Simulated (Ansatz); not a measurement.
# SbTeH₃: one species, many methods

One table from this session's results is given with a row withheld; the runs are named, their logs left out.

Computed with Ansatz 0.2.0, Gaussian basis. Level: functionals in def2-TZVPP, the program's frozen cores in correlated methods.

Levels to be run: LDA (SPW92), PBE-D4, revPBE-D4, BLYP-D4, r2SCAN-D4, B97M-V, PBE0-D4, B3LYP-D4, r2SCANh-D4, r2SCAN0-D4, HSE06-D4, BHLYP-D4, CAM-B3LYP-D4, LC-ωPBE, ωB97X-V, ωB97M-V, B2PLYP, PBE-QIDH; CCSD(T)/def2-SVP; CCSD(T)/def2-TZVPP; MP2/def2-QZVPP; extrapolation to the limit; RPA on PBE.

## The relaxed structure

An earlier PBE0-D4 in a triple-zeta def2 set relaxation fixed the geometry. Sb, Te take the def2 core potential; no spin-orbit term is included.

SMILES `[SbH2][TeH]`, 5 atoms, charge 0, spin multiplicity 1.

Atoms are counted from 1 here; the program's logs count them from 0.

Bond lengths: Sb1–Te2 2.765 Å, Sb1–H3 1.709 Å, Sb1–H4 1.709 Å, Te2–H5 1.657 Å. Angles: Te2–Sb1–H3 94.9°, Te2–Sb1–H4 94.8°, H3–Sb1–H4 91.0°, Sb1–Te2–H5 94.2°.

The first run:

in.yaml reads:

```yaml
crystal:
  periodic: [false, false, false]
  atoms:
    - {symbol: Sb, position_ang: [-0.747029, -0.990333, -0.532086]}
    - {symbol: Te, position_ang: [0.189948, 1.569333, -0.994585]}
    - {symbol: H, position_ang: [-1.197521, -0.689541, 1.088438]}
    - {symbol: H, position_ang: [0.764378, -1.608461, -0.029183]}
    - {symbol: H, position_ang: [1.040024, 1.645401, 0.426117]}
basis:
  gaussian: {orbitals: def2-TZVPP}
hamiltonian: {xc: lda}
output: {orbitals: {seedname: orbitals}}
```

Started as:

```console
$ ansatz run in.yaml --threads 2 --pin off --events-out ev --progress --plain --max-ram 4352MiB
```

Steps of the session up to this table: LDA; PBE-D4 (GGA); revPBE-D4 (GGA); BLYP-D4 (GGA); r2SCAN-D4 (meta-GGA); B97M-V (meta-GGA); B3LYP-D4 (hybrid); r2SCANh-D4 (hybrid); r2SCAN0-D4 (hybrid); HSE06-D4 (hybrid); BHLYP-D4 (hybrid); CAM-B3LYP-D4 (range-separated); LC-ωPBE (range-separated); ωB97X-V (range-separated); ωB97M-V (range-separated); B2PLYP (double hybrid); PBE-QIDH (double hybrid).

One of the session's tables, all rows but one given; the rest of the session is left out.

It belongs to the step «Frontier levels by functional». 

| functional | HOMO (eV) | LUMO (eV) | gap (eV) |
| --- | --- | --- | --- |
| LDA (SPW92) | -5.54 | -2.53 | 3.01 |
| PBE-D4 | -5.41 | -2.31 | 3.10 |
| revPBE-D4 | -5.36 | -2.23 | 3.13 |
| BLYP-D4 | -5.23 | -2.21 | 3.02 |
| r2SCAN-D4 | -5.66 | -2.14 | 3.51 |
| B97M-V | -5.65 | -2.06 | 3.60 |
| PBE0-D4 | -6.44 | -1.61 | 4.83 |
| B3LYP-D4 | -6.21 | -1.81 | 4.40 |
| r2SCANh-D4 | -6.03 | -1.89 | 4.14 |
| r2SCAN0-D4 | ? | ? | ? |
| HSE06-D4 | -6.05 | -1.97 | 4.08 |
| BHLYP-D4 | -7.30 | -0.84 | 6.46 |
| CAM-B3LYP-D4 | -7.63 | -0.71 | 6.93 |
| LC-ωPBE | -8.94 | 0.32 | 9.27 |
| ωB97X-V | -8.62 | 0.23 | 8.86 |
| ωB97M-V | -8.50 | 0.06 | 8.56 |

Estimate the missing values for r2SCAN0-D4.

Worked estimate for «HOMO (eV)». Against the share of exact exchange, r2SCAN-D4 (0, -5.66), r2SCANh-D4 (0.1, -6.03) give a slope of -3.70 per unit share; at 0.25 the line stands at -6.58.

The run gave: HOMO (eV): -6.60; LUMO (eV): -1.52; gap (eV): 5.08. In «HOMO (eV)» the line misses by +0.02.
